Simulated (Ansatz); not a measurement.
**GaH₂+ (singlet): the correlation ladder, aug-cc-pVTZ**

An exercise on one series of results from a longer session: the logs are not shown, and one member is left open.

The runs use Ansatz 0.2.0, Gaussian basis; aug-cc-pVTZ, core rule «outside noble gas», up to 14 orbitals frozen.

The runs, in order: UHF; CCSD(T) on RHF; CCSD(T) on UHF; BCCD(T) on RHF; CCSDT(Q) on RHF; CCSDT(Q) on UHF; Full CI.

24 further runs of the same task are left out: 4 for a known fault of the program, 9 that didn't finish, 11 set aside as unsound or not needed.

## What is computed

The geometry is a PBE0/def2-TZVP stationary point (not a proven minimum) of the parent state, kept for this charge and spin. No spin-orbit coupling is included. The filled d shell of Ga may be among the frozen orbitals whatever the setting's name suggests; the logs give the count.

3 atoms, charge 1, spin multiplicity 1.

Atoms are counted from 1 here; the program's logs count them from 0.

Bond lengths: Ga1–H2 1.768 Å, Ga1–H3 1.768 Å. Angles: H2–Ga1–H3 71.9°.

The first run:

The input, in.yaml:

```yaml
crystal:
  periodic: [false, false, false]
  atoms:
    - {symbol: Ga, position_ang: [0.000000, 0.000000, -0.040218]}
    - {symbol: H, position_ang: [0.000000, 1.038252, 1.391008]}
    - {symbol: H, position_ang: [0.000000, -1.038252, 1.391008]}
basis:
  gaussian: {orbitals: aug-cc-pVTZ}
total_charge: 1
magnetization: {spin_polarized: true, initial_magnetization: 0}
hamiltonian: {xc: hf}
output: {orbitals: {seedname: orbitals}}
```

Command:

```console
$ ansatz run in.yaml --threads 1 --pin off --events-out ev --progress --plain --max-ram 2393MiB
```

Among the steps run: UHF; CCSD(T) on RHF; CCSD(T) on UHF; BCCD(T) on RHF; CCSDT(Q) on RHF; CCSDT(Q) on UHF; Full CI.

One of the session's tables, all rows but one given; the rest of the session is left out.

| method | from FCI (meV) |
| --- | --- |
| RHF | +2923.7 |
| RMP2 | +920.4 |
| RCCSD | ? |
| RCCSD(T) | +21.7 |
| BCCD(T) | +22.4 |
| RCCSDT | -0.5 |
| RCCSDT(Q) | -1.1 |
| FCI | 0 |

Q: Estimate the row for RCCSD from the others.

The run gave: from FCI (meV): +101.1. In the column «from FCI (meV)» it lies between BCCD(T) (+22.4) and RMP2 (+920.4).

Left out of the table: UHF, UMP2, UCCSD, UCCSD(T), UCCSDT, UCCSDT(Q) (another determinant or state than the rows shown).
